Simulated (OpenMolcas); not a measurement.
# Os⁵⁺ among point charges: CASSCF and CASPT2 levels and susceptibility

How does a field of 4 point charges split the states of Os⁵⁺, and what χT follows?

Program: OpenMolcas 26.06. Level of theory: state-averaged CASSCF and CASPT2, spin-orbit coupling by RASSI with atomic mean-field integrals. These are calculated values, not measurements, unless marked.

### Step 1. The system

* Species: Os⁵⁺ (osmium, Z = 76, 71 electrons)
* Basis: ANO-RCC-VDZP [7s6p4d2f1g], 68 functions
* Scalar Hamiltonian: DKH2, point nucleus
* Inactive shells: 1s 2s 2p 3s 3p 3d 4s 4p 4d 4f 5s 5p
* Active space: 3 electrons in 5 orbitals (5d)
* Some configurations of this space: 5d³
* Orbitals: optimised for each spin and parity, averaged over all roots

The outer shells:

5d3
```
5d [↑ ][↑ ][↑ ][  ][  ]
```

The ion sits among 4 point charges of -1.5 e arranged as a tetrahedron (Td), 2.27 Å from the ion.

The work runs as a chain of OpenMolcas steps in one folder; each step below is one input file. Labels, J, g values, rates, χT and fits are worked out afterwards by a script from the matrices that RASSI stores.

### Step 2. One- and two-electron integrals

a.inp

```
&GATEWAY
Coord
1

Os 0.0 0.0 0.0
Basis=ANO-RCC-VDZP
Group=NoSym
NoMove
AngMom=0.0 0.0 0.0
AMFI
XField
4 Angstrom 0
1.310585 1.310585 1.310585 -1.500000
1.310585 -1.310585 -1.310585 -1.500000
-1.310585 1.310585 -1.310585 -1.500000
-1.310585 -1.310585 1.310585 -1.500000
&SEWARD
```

Launch:

```console
OMP_NUM_THREADS=1 MOLCAS_MEM=1689 MOLCAS_PROJECT=a pymolcas a.inp > a.log
```

### Step 3. Reference wave functions, quartets, 10 roots

a.inp

```
&RASSCF
FileOrb=start.orb
Symmetry=1
Spin=4
nActEl=3 0 0
Inactive=34
Ras2=5
CIRoot=10 10 1
SDav=10
CIMx=300
Iter=120 100
PrWF=0.3
OrbListing=Nothing
MaxOrb=0
>>> COPY $Project.JobIph JOB001
```

start.orb holds the contracted functions of the basis, ordered by shell, or the orbitals of the step before.

### Step 4. Reference wave functions, doublets, 40 roots

a.inp

```
&RASSCF
FileOrb=start.orb
Symmetry=1
Spin=2
nActEl=3 0 0
Inactive=34
Ras2=5
CIRoot=40 40 1
SDav=40
CIMx=300
Iter=120 100
PrWF=0.3
OrbListing=Nothing
MaxOrb=0
>>> COPY $Project.JobIph JOB002
```

### Step 5. State interaction with spin-orbit coupling

a.inp

```
&RASSI
NrOfJobIphs=2 10 40
1 2 3 4 5 6 7 8 9 10
1 2 3 4 5 6 7 8 9 10 11 12 13 14 15 16 17 18 19 20 21 22 23 24 25 26 27
28 29 30 31 32 33 34 35 36 37 38 39 40
IphNames
JOB001
JOB002
EJob
SpinOrbit
DIPRint=1.0
SOCoupling=1000.0
Subsets=2
Property=9
'ANGMOM' 1 'ANGMOM' 2 'ANGMOM' 3 'MLTPL  1' 1 'MLTPL  1' 2 'MLTPL  1' 3
'AMFI' 1 'AMFI' 2 'AMFI' 3
SOProperty=3
'ANGMOM' 1 'ANGMOM' 2 'ANGMOM' 3
```

### Step 6. CASPT2: IPEA 0.25, imaginary shift 0.1 (closed shells correlated: 4f 5s 5p)

a.inp

```
>>> COPY JOB001 $Project.JobIph
&CASPT2
Multistate=10 1 2 3 4 5 6 7 8 9 10
NoMult
Frozen=23
IPEA=0.25
Imaginary=0.1
MaxIter=60
WThr=0.0 0.3 0.05
PrWF=0.5
NoMix
>>> COPY JOB002 $Project.JobIph
&CASPT2
Multistate=40 1 2 3 4 5 6 7 8 9 10 11 12 13 14 15 16 17 18 19 20 21 22
23 24 25 26 27 28 29 30 31 32 33 34 35 36 37 38 39 40
NoMult
Frozen=23
IPEA=0.25
Imaginary=0.1
MaxIter=60
WThr=0.0 0.3 0.05
PrWF=0.5
NoMix
```

(Steps that only read results are left out.)

Q: Predict the outcome of this session. Wanted: spin-free ground state; first state of the same spin within the active space; lowest level; next level.

As calculated:

| quantity | value |
| --- | --- |
| method | SS-CASPT2, IPEA 0.25, imaginary shift 0.1 (closed shells correlated: 4f 5s 5p) |
| spin-free ground state | 4T1, 3-fold in its orbital part |
| first state of the same spin within the active space | 4T2 at 1310 cm⁻¹ |
| lowest level | 4-fold Γ8 |
| next level | 6816.9 cm⁻¹ |
| χT at 300 K | 0.13 cm³ K/mol |
| effective moment at 300 K | 1.01 μB |

Cost by method:

```csv
method,time of its own steps,time with the reference
A. CASSCF,24 s,24 s
"B. SS-CASPT2, IPEA 0.25, imaginary shift 0.1, +4f 5s 5p",16 s,40 s
```

Times are of one thread on a shared host.

In words: The spin-free ground state (4T1) comes to 100 % from free-ion F terms and keeps the highest spin of the shell. χT at 300 K is 0.13, against 1.88 cm³ K/mol for the spin alone, so spin-orbit coupling lowers it. A ligand-field fit to the states below 45000 cm-1 gives 10Dq = -1649 cm-1, B = 798 cm-1 and C = 3474 cm-1 (C/B = 4.35), with a deviation of 357 cm-1. CASPT2 does not keep the components of a term degenerate, and the means are used. The field of point charges can differ much from that of real complexes. This is an electrostatic model: the charges have no orbitals.
